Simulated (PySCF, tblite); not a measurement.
**C5H7GeN: geometry, infrared bands and NMR shifts**

What infrared bands and NMR shifts should C5H7GeN (`[GeH3][c]1ccccn1`) show?

Computed with tblite 0.8.0 and PySCF 2.14.0, with density-fitted response routines of our own, on a single molecule in the gas phase. Atoms count from 0, in the outputs and in this text.

### 1 The starting structure

14 atoms, charge 0, multiplicity 1; geometry from: force field or distance geometry start.

Bonds of the start (Å): Ge0–C1 1.93, C1–C2 1.40, C2–C3 1.39, C3–C4 1.37, C4–C5 1.38, C5–N6 1.36, N6–C1 1.36, Ge0–H7 1.57, Ge0–H8 1.54, Ge0–H9 1.55, C2–H10 1.07, C3–H11 1.09, C4–H12 1.10, C5–H13 1.06.

### 2 Geometry optimisation with GFN2-xTB

The job: settings as JSON, then the geometry in Å.

```
{"job": {"kind": "relax", "xc": "GFN2-xTB", "basis": "xTB"}, "charge": 0, "multiplicity": 1}
Ge     2.484900     0.070000    -0.387100
C      0.572600     0.168100    -0.153100
C     -0.070500    -0.993200     0.300700
C     -1.447100    -0.978200     0.482100
C     -2.108100     0.196200     0.235700
C     -1.472200     1.341000    -0.209700
N     -0.123200     1.310900    -0.391800
H      3.062900     1.346000     0.330700
H      2.778800     0.089300    -1.900000
H      3.053900    -1.171000     0.339700
H      0.455500    -1.908800     0.495400
H     -1.944000    -1.887700     0.833200
H     -3.193600     0.204000     0.390800
H     -2.050600     2.212900    -0.388700
```

Launch:

```console
> OMP_NUM_THREADS=1 python probes_run.py task.json out
```

One launch serves the whole session: the jobs run in the order shown.

The program printed:

```text
step      E/eV     max force
  0    -519.05755    2.888
  1    -519.20699    0.958
  2    -519.26196    0.871
  3    -519.33249    0.702
  4    -519.36038    0.606
  5    -519.38760    0.296
  6    -519.39252    0.202
  7    -519.40072    0.279
  8    -519.40493    0.234
  9    -519.40800    0.140
 10    -519.40969    0.137
 11    -519.41144    0.127
 12    -519.41360    0.149
 13    -519.41585    0.135
 14    -519.41737    0.084
 15    -519.41819    0.084
 16    -519.41878    0.077
 17    -519.41947    0.068
 18    -519.42042    0.085
 19    -519.42174    0.093
 20    -519.42345    0.100
 21    -519.42523    0.102
 22    -519.42660    0.094
 23    -519.42762    0.075
 24    -519.42862    0.088
 25    -519.42965    0.090
 26    -519.43051    0.078
 27    -519.43111    0.065
 28    -519.43154    0.050
 29    -519.43187    0.046
 30    -519.43209    0.033
 31    -519.43220    0.022
 32    -519.43227    0.020
 33    -519.43233    0.020
 34    -519.43236    0.013
 35    -519.43239    0.011
 36    -519.43241    0.012
 37    -519.43243    0.011
 38    -519.43245    0.011
 39    -519.43246    0.009
```

It took 0.22 s on 1 thread of Arm Neoverse V1, shared host.

Relaxation path: (not every step is listed)

| step | energy from step 0 (eV) | largest force (eV/Å) |
| --- | --- | --- |
| 0 | 0.0000 | 2.8885 |
| 1 | -0.1494 | 0.9576 |
| 2 | -0.2044 | 0.8706 |
| 3 | -0.2749 | 0.7016 |
| 4 | -0.3028 | 0.6060 |
| 5 | -0.3301 | 0.2958 |
| 6 | -0.3350 | 0.2020 |
| 7 | -0.3432 | 0.2789 |
| 8 | -0.3474 | 0.2343 |
| 10 | -0.3521 | 0.1373 |
| 12 | -0.3560 | 0.1493 |
| 14 | -0.3598 | 0.0836 |
| 16 | -0.3612 | 0.0770 |
| 18 | -0.3629 | 0.0845 |
| 20 | -0.3659 | 0.0997 |
| 22 | -0.3691 | 0.0935 |
| 24 | -0.3711 | 0.0885 |
| 26 | -0.3730 | 0.0776 |
| 28 | -0.3740 | 0.0496 |
| 30 | -0.3745 | 0.0327 |
| 32 | -0.3747 | 0.0204 |
| 34 | -0.3748 | 0.0134 |
| 35 | -0.3748 | 0.0110 |
| 36 | -0.3749 | 0.0119 |
| 37 | -0.3749 | 0.0114 |
| 38 | -0.3749 | 0.0111 |
| 39 | -0.3749 | 0.0086 |

Close pairs (by a distance rule), those that changed most:

| bond | before (Å) | after (Å) | change (Å) |
| --- | --- | --- | --- |
| Ge0–H7 | 1.574 | 1.487 | -0.087 |
| Ge0–H8 | 1.541 | 1.491 | -0.050 |
| Ge0–H9 | 1.547 | 1.497 | -0.050 |
| C5–N6 | 1.362 | 1.320 | -0.042 |
| C1–N6 | 1.359 | 1.329 | -0.030 |
| Ge0–C1 | 1.929 | 1.952 | +0.023 |
| C5–H13 | 1.062 | 1.083 | +0.022 |
| C4–H12 | 1.097 | 1.079 | -0.017 |

The next job starts from the end point, and lists it.

### 3 Vibrational analysis with GFN2-xTB

The job: settings as JSON, then the geometry in Å.

```
{"job": {"kind": "ir", "xc": "GFN2-xTB", "basis": "xTB"}, "charge": 0, "multiplicity": 1}
Ge     2.472474     0.158363    -0.379336
C      0.546122     0.047672    -0.082818
C     -0.141420    -1.080375     0.342753
C     -1.514812    -1.008638     0.501981
C     -2.152772     0.190624     0.229164
C     -1.380276     1.263297    -0.191139
N     -0.070690     1.195611    -0.342172
H      3.002541     1.410362     0.223561
H      2.779837     0.189296    -1.838457
H      3.184957    -1.018817     0.210513
H      0.402287    -1.993213     0.544749
H     -2.077646    -1.870033     0.833607
H     -3.221289     0.292628     0.340739
H     -1.829991     2.222751    -0.415313
```

The program printed:

```text
mode    cm-1     km/mol
  1     -11.6      0.12
  2     128.9      0.93
  3     144.3      0.87
  4     296.3     10.66
  5     348.7      0.13
  6     368.6      7.25
  7     507.4     85.76
  8     525.9     93.10
  9     594.7      0.90
 10     672.1      2.70
 11     705.3      1.74
 12     748.2      1.35
 13     765.7    483.41
 14     841.1    118.69
 15     866.1     99.19
 16     889.5      0.20
 17     918.4      0.18
 18     934.8      0.03
 19     995.9     10.31
 20    1091.1      1.57
 21    1111.5      6.13
 22    1142.9      2.67
 23    1164.1      0.08
 24    1241.6      2.05
 25    1280.9      3.59
 26    1397.2      8.78
 27    1427.5      5.24
 28    1559.8     12.38
 29    1572.5     29.47
 30    1997.4    192.39
 31    2081.2    422.01
 32    2116.0    399.96
 33    3047.8     35.84
 34    3052.7     18.62
 35    3068.6     45.67
 36    3092.0     49.07
```

It took 0.39 s on 1 thread of Arm Neoverse V1, shared host.

Which atoms move in the most intense modes:

| cm⁻¹ | km/mol | atoms |
| --- | --- | --- |
| 507 | 85.8 | H9 44 %, H7 24 %, H8 16 % |
| 526 | 93.1 | H8 30 %, H7 27 %, C1 11 % |
| 766 | 483.4 | H9 35 %, H7 33 %, H8 27 % |
| 841 | 118.7 | H9 51 %, H7 27 %, H8 19 % |
| 866 | 99.2 | H8 49 %, H7 35 %, H9 15 % |
| 1997 | 192.4 | H9 66 %, H8 21 %, H7 13 % |
| 2081 | 422.0 | H8 65 %, H9 29 % |
| 2116 | 400.0 | H7 82 %, H8 12 % |

### 4 Nuclear shieldings: PBE0/pcSseg-1

The job, as its differences from that of step 3:

```diff
@@ -1,2 +1,2 @@
-{"job": {"kind": "ir", "xc": "GFN2-xTB", "basis": "xTB"}, "charge": 0, "multiplicity": 1}
+{"job": {"kind": "nmr", "xc": "PBE0", "basis": "pcSseg-1"}, "charge": 0, "multiplicity": 1}
 Ge     2.472474     0.158363    -0.379336
```

With the program's defaults for keys left out, this is: GIAO PBE0/pcSseg-1 NMR shielding, non-relativistic, gas phase.

The program printed:

```text
coarse grid: 55744 points
cycle   1  E = -2325.6098556197  dE =  4.849e-01  |g| = 8.680e-01  |ddm| = 3.749e+00
cycle   2  E = -2325.5944791277  dE =  1.538e-02  |g| = 8.626e-01  |ddm| = 9.993e-01
cycle   3  E = -2325.6650420291  dE = -7.056e-02  |g| = 1.186e-01  |ddm| = 5.996e-01
cycle   4  E = -2325.6665429053  dE = -1.501e-03  |g| = 7.105e-02  |ddm| = 1.301e-01
cycle   5  E = -2325.6676449614  dE = -1.102e-03  |g| = 9.946e-03  |ddm| = 7.291e-02
cycle   6  E = -2325.6676693335  dE = -2.437e-05  |g| = 4.176e-03  |ddm| = 1.495e-02
cycle   7  E = -2325.6676736521  dE = -4.319e-06  |g| = 6.414e-04  |ddm| = 3.702e-03
final grid: 117680 points
cycle   8  E = -2325.6676753892  dE =  3.254e-08  |g| = 8.250e-04  |ddm| = 1.991e-03
cycle   9  E = -2325.6676752167  dE =  1.725e-07  |g| = 1.222e-03  |ddm| = 1.567e-03
cycle  10  E = -2325.6676755358  dE = -3.190e-07  |g| = 8.613e-05  |ddm| = 9.431e-04
cycle  11  E = -2325.6676755376  dE = -1.874e-09  |g| = 3.026e-05  |ddm| = 1.179e-04
cycle  12  E = -2325.6676755378  dE = -2.101e-10  |g| = 6.746e-06  |ddm| = 2.668e-05
converged SCF energy = -2325.6676755378

GIAO shielding tensors (ppm)
atom      isotropic    diamagn.    paramagn.     s11        s22        s33       span
  0 Ge    1575.531    2753.355   -1177.824   1483.342   1557.102   1686.149    202.807
  1 C       18.302     257.077    -238.775    -78.568    -10.732    144.206    222.774
  2 C       51.224     254.673    -203.449    -70.963     54.268    170.367    241.330
  3 C       46.900     252.426    -205.527    -69.107     28.022    181.783    250.891
  4 C       59.331     258.186    -198.855    -54.509     53.230    179.272    233.781
  5 C       31.242     250.180    -218.938    -82.328     28.843    147.211    229.539
  6 N     -114.439     331.938    -446.377   -445.877   -195.430    297.989    743.866
  7 H       27.560      28.118      -0.559     20.822     22.817     39.041     18.219
  8 H       27.532      28.126      -0.594     21.583     22.355     38.658     17.075
  9 H       27.585      28.487      -0.902     20.462     23.248     39.045     18.583
 10 H       23.913      32.475      -8.563     20.150     22.043     29.545      9.395
 11 H       23.872      30.528      -6.656     20.615     23.925     27.075      6.459
 12 H       24.395      30.501      -6.107     21.692     23.938     27.554      5.862
 13 H       22.682      30.007      -7.325     18.777     22.573     26.695      7.918
```

It took 25 s on 1 thread of Arm Neoverse V1, shared host; peak memory 0.95 GiB.

The references, computed at this level on geometries of the same kind, shield at (ppm): 1H TMS 31.72, 13C TMS 186.9, 15N NH3 267.7, 73Ge GeMe4 1331. Their shielding less the atom's gives the shift. The references are single molecules in the gas phase, so shifts against H2O, NH3, PH3, H3PO4 or CFCl3 are not on the usual liquid scales and can be off by tens of ppm. Atoms listed in one row are averaged.

| atoms | environment | σ (ppm) | δ (ppm) |
| --- | --- | --- | --- |
| C1 | substituted aromatic carbon next to a ring nitrogen | 18.3 | 168.6 |
| C5 | aromatic CH next to a ring nitrogen | 31.2 | 155.7 |
| C3 | aromatic CH | 46.9 | 140.0 |
| C2 | aromatic CH | 51.2 | 135.7 |
| C4 | aromatic CH | 59.3 | 127.6 |
| H13 | hydrogen on an aromatic CH next to a ring nitrogen | 22.68 | 9.04 |
| H11 | hydrogen on an aromatic CH | 23.87 | 7.85 |
| H10 | hydrogen on an aromatic CH | 23.91 | 7.80 |
| H12 | hydrogen on an aromatic CH | 24.39 | 7.32 |
| H7, H8, H9 | hydrogen on a germanium bonded to C | 27.56 | 4.16 |
| Ge0 | germanium bonded to C, 3 H | 1576 | -245 |
| N6 | pyridine-type ring nitrogen | -114.4 | 382.2 |

Charges from the same density, by scheme (e):

| atoms | Mulliken | IAO | Hirshfeld | ESP fit |
| --- | --- | --- | --- | --- |
| Ge0 | 0.41 | 0.50 | 0.29 | 0.08 |
| C1 | -0.18 | -0.10 | -0.02 | 0.55 |
| C2 | -0.08 | -0.17 | -0.06 | -0.54 |
| C3 | -0.01 | -0.12 | -0.03 | 0.25 |
| C4 | -0.18 | -0.18 | -0.05 | -0.56 |
| C5 | 0.15 | -0.01 | 0.02 | 0.48 |
| N6 | -0.44 | -0.28 | -0.16 | -0.67 |

Mayer bond orders: Ge0–C1 0.84, C1–C2 1.33, C2–C3 1.44, C3–C4 1.43, C4–C5 1.39, C5–N6 1.51, N6–C1 1.38.

Ring of atoms C1, C2, C3, C4, C5, N6: NICS(0) -6.7, NICS(1) -11.1, NICS(1)zz -28.1 ppm (means of both faces).

### 5 What came out

| quantity | value |
| --- | --- |
| strongest single infrared mode (GFN2-xTB) | 766 cm⁻¹, 483 km/mol |
| zero-point energy (GFN2-xTB) | 61.0 kcal/mol |
| 13C shifts against TMS (PBE0/pcSseg-1) | 168.6, 155.7, 140.0, 135.7, 127.6 ppm |
| 1H shifts against TMS (PBE0/pcSseg-1, means over atoms taken as alike) | 9.04, 7.85, 7.80, 7.32, 4.16 ppm |
| 73Ge shifts against GeMe4 (PBE0/pcSseg-1) | -245 ppm |
| 15N shifts against NH3 (PBE0/pcSseg-1) | 382.2 ppm |

The optimisation took 39 steps and gained 0.375 eV; among the close pairs (by a distance rule), Ge0–H7 changed most, from 1.574 to 1.487 Å. The lowest mode is slightly imaginary (12i cm⁻¹), a soft motion within the noise of the Hessian, so the minimum is not strictly shown. The strongest single mode, at 766 cm⁻¹, is spread over several atoms, H9, H7, H8 among them. Unscaled tight-binding wavenumbers are off by several per cent, some by more. Its intensities can rank the bands wrongly. At PBE0/pcSseg-1: Shielding is most anisotropic at N6 (span 744 ppm, paramagnetic term -446 ppm). NICS(1)zz of -28 ppm above the planar ring from C1 marks a diatropic (aromatic) ring current. Spin-orbit coupling is left out, which matters for shieldings and couplings at and beside the heavy atoms.
